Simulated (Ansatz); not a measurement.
**C2H6OSi: vertical ionisation energy**

Aim: the vertical ionisation energy of C2H6OSi, as cation minus neutral at the neutral's geometry, on several levels, and how well −ε(HOMO) stands in for it.

Method: unrestricted cation, the program's frozen cores in correlated methods; program: Ansatz 0.2.0, Gaussian basis.

The runs, in order: UKS PBE-D4/def2-TZVPP; UKS r2SCAN-D4/def2-TZVPP; UKS PBE0-D4/def2-TZVPP; UKS B3LYP-D4/def2-TZVPP; UKS wB97X-V/def2-TZVPP; UKS wB97M-V/def2-TZVPP; UKS B2PLYP/def2-TZVPP; UHF-CCSD(T)/def2-TZVPP; UHF-MP2/def2-QZVPP; extrapolation to the limit; then −ε(HOMO) from the neutral's earlier runs with LDA (SPW92), PBE-D4, revPBE-D4, BLYP-D4, r2SCAN-D4, B97M-V, PBE0-D4, B3LYP-D4, r2SCANh-D4, r2SCAN0-D4, HSE06-D4, BHLYP-D4, CAM-B3LYP-D4, LC-ωPBE, ωB97X-V, ωB97M-V.

## 1. The relaxed structure

The geometry comes from an earlier relaxation with PBE0-D4 in a triple-zeta def2 set; it is a stationary point, not always the lowest conformer.

SMILES `CC[Si]O`, 10 atoms, charge 0, spin multiplicity 1.

Atoms are counted from 1 here; the program's logs count them from 0.

Bond lengths: C1–C2 1.522 Å, C1–H5 1.095 Å, C1–H6 1.093 Å, C1–H7 1.095 Å, C2–Si3 1.914 Å, C2–H8 1.100 Å, C2–H9 1.101 Å, Si3–O4 1.654 Å, O4–H10 0.963 Å. Angles: C2–C1–H5 111.6°, C2–C1–H6 112.4°, C2–C1–H7 111.6°, H5–C1–H6 106.6°, H5–C1–H7 107.6°, H6–C1–H7 106.6°, C1–C2–Si3 119.6°, C1–C2–H8 110.9°, C1–C2–H9 110.9°, Si3–C2–H8 105.3°, Si3–C2–H9 105.2°, H8–C2–H9 103.6°, C2–Si3–O4 102.3°, Si3–O4–H10 118.6°.

## 2. Cation, UKS PBE-D4/def2-TZVPP

Input file in.yaml:

```yaml
crystal:
  periodic: [false, false, false]
  atoms:
    - {symbol: C, position_ang: [0.080032, 0.881368, -0.453338]}
    - {symbol: C, position_ang: [-0.715846, 0.060612, 0.550686]}
    - {symbol: Si, position_ang: [-0.178597, -1.735301, 0.939292]}
    - {symbol: O, position_ang: [1.139482, -1.927535, -0.041575]}
    - {symbol: H, position_ang: [0.087696, 0.412371, -1.442790]}
    - {symbol: H, position_ang: [-0.329362, 1.885898, -0.587385]}
    - {symbol: H, position_ang: [1.120920, 1.006731, -0.137653]}
    - {symbol: H, position_ang: [-0.760240, 0.568173, 1.525956]}
    - {symbol: H, position_ang: [-1.771465, -0.013506, 0.248445]}
    - {symbol: H, position_ang: [1.410378, -1.189913, -0.598735]}
basis:
  gaussian: {orbitals: def2-TZVPP}
total_charge: 1
magnetization: {spin_polarized: true, initial_magnetization: 1}
hamiltonian: {xc: pbe, dispersion: d4}
```

Launch:

```console
$ ansatz run in.yaml --threads 4 --pin off --events-out ev --progress --plain --max-ram 10444MiB
```

The runs that follow: Cation, UKS r2SCAN-D4/def2-TZVPP; Cation, UKS PBE0-D4/def2-TZVPP; Cation, UKS B3LYP-D4/def2-TZVPP; Cation, UKS wB97X-V/def2-TZVPP; Cation, UKS wB97M-V/def2-TZVPP; Cation, UKS B2PLYP (frozen core)/def2-TZVPP; Cation, UHF-CCSD(T)/def2-TZVPP; Cation, UHF-MP2/def2-QZVPP.

**Question.** What will the summary of the whole plan be? Wanted: ionisation energy, CCSD(T)/CBS; nearest functional by difference; nearest −ε(HOMO); −ε(HOMO) of PBE; T1 of the cation.

The runs gave:

| quantity | value |
| --- | --- |
| ionisation energy, CCSD(T)/CBS | 8.63 eV |
| nearest functional by difference | ωB97M-V (-0.17 eV) |
| nearest −ε(HOMO) | LC-ωPBE (+0.14 eV) |
| −ε(HOMO) of PBE | 5.13 eV |
| T1 of the cation | 0.018 |

What this shows: By cation minus neutral, the functionals miss by 0.43 eV at most. The PBE orbital energy is 3.5 eV too small: a semilocal HOMO is no ionisation energy. Among orbital estimates LC-ωPBE comes nearest. Hartree-Fock falls 1.14 eV short, as the neutral has more correlation energy than the cation.
